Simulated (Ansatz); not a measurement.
# Tl4Sn3: the cost of one run

Program: Ansatz 0.2.0. Level of theory: DFT PBE, scalar-relativistic, plane waves, PAW. These are calculated values, not measurements.

1 further run of the same task is left out (it didn't finish).

### Step 1. The system as given

The structure is hexagonal, space group P6/mmm (No. 191). Conventional cell: a = 5.669 Å, b = 5.669 Å, c = 9.134 Å, α = 90.00°, β = 90.00°, γ = 120.00°. Tl (site symmetry 3m) is surrounded by 3 Sn at 2.94 Å and 3 Tl at 3.27 Å. Sn (site symmetry mmm) is surrounded by 4 Sn at 2.83 Å and 4 Tl at 2.94 Å.

Coordinates:

```
CELL_PARAMETERS angstrom
5.66880 0.00000 0.00000
-2.83440 4.90932 0.00000
0.00000 0.00000 9.13421
ATOMIC_POSITIONS crystal
Tl 0.33333 0.66667 0.76759
Tl 0.33333 0.66667 0.23241
Tl 0.66667 0.33333 0.23241
Tl 0.66667 0.33333 0.76759
Sn 0.50000 0.00000 0.50000
Sn 0.00000 0.50000 0.50000
Sn 0.50000 0.50000 0.50000
```

The cell is invented: random cell by space group and Wyckoff sites (P6/mmm, No. 191). Lengths come from tabulated atomic sizes and are only a guess.

### Step 2. The guess as it stands, on a coarse mesh

input.yaml

```yaml
crystal:
  lattice:
    - [5.66879925, 0.0, 0.0]
    - [-2.83439962, 4.90932416, 0.0]
    - [0.0, 0.0, 9.1342096]
  atoms:
    - { symbol: Tl, position: [0.33333333, 0.66666667, 0.76759413] }
    - { symbol: Tl, position: [0.33333333, 0.66666667, 0.23240587] }
    - { symbol: Tl, position: [0.66666667, 0.33333333, 0.23240587] }
    - { symbol: Tl, position: [0.66666667, 0.33333333, 0.76759413] }
    - { symbol: Sn, position: [0.5, 0.0, 0.5] }
    - { symbol: Sn, position: [0.0, 0.5, 0.5] }
    - { symbol: Sn, position: [0.5, 0.5, 0.5] }
basis:
  ecutwfc: 420
kpoints:
  mp_grid: { grid: [6, 6, 2] }
hamiltonian:
  xc: pbe
scf:
  occupations: { method: gaussian, width: 0.1 }
  lower_state_search: "off"
output:
  forces: true
  stress: true
  eigenvalues: true
```

Command:

```bash
$ ansatz run input.yaml --threads 1 --pin off --max-ram 2560MiB --backend cpu --events-out ev --progress --plain --runs-dir out
```

What time and memory should one allow on 1 thread of Intel Xeon at 2.80GHz (Skylake/Cascade Lake), shared host?

About 8.5 s, with a peak of 0.6 GiB.
